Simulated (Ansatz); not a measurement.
# CdFHS: the cost of one run

Computed with Ansatz 0.2.0, Gaussian basis. Level: the settings change from run to run.

1 further run of the same task is left out (for a known fault of the program).

## 1. The relaxed structure

An earlier PBE0-D4 in a triple-zeta def2 set relaxation fixed the geometry. Cd takes a core potential in def2 sets; no spin-orbit term is included.

SMILES `[F][Cd][SH]`, 4 atoms, charge 0, spin multiplicity 1.

Atoms are counted from 1 here; the program's logs count them from 0.

Bond lengths: F1–Cd2 1.939 Å, Cd2–S3 2.311 Å, S3–H4 1.344 Å. Angles: F1–Cd2–S3 179.2°, Cd2–S3–H4 93.2°.

Coordinates:

```xyz
4

F    -0.32990    0.14275    2.62000
Cd   -0.28913    0.12603    0.68186
S    -0.27075    0.12026   -1.62864
H     0.94529   -0.44935   -1.69352
```

## 2. B3LYP/def2-mTZVP

Set apart from the defaults: charge +1, multiplicity 2, D4 dispersion, high accuracy.

File in.yaml:

```yaml
crystal:
  periodic: [false, false, false]
  atoms:
    - {symbol: F, position_ang: [-0.329904, 0.142753, 2.620005]}
    - {symbol: Cd, position_ang: [-0.289135, 0.126034, 0.681862]}
    - {symbol: S, position_ang: [-0.270750, 0.120262, -1.628645]}
    - {symbol: H, position_ang: [0.945290, -0.449348, -1.693522]}
basis:
  gaussian: {orbitals: def2-mTZVP}
total_charge: 1
magnetization: {spin_polarized: true, initial_magnetization: 1}
hamiltonian: {xc: {name: B3LYP}, dispersion: d4}
accuracy: high
output: {forces: true}
```

The run is started by

```console
$ ansatz run in.yaml --threads 4 --pin off --events-out ev --progress --plain --max-ram 10444MiB
```

**Question.** How long does this run take on 4 threads of Arm Neoverse V2, shared host, and how much memory does it need?

About 9.5 s, with a peak of 0.34 GiB.
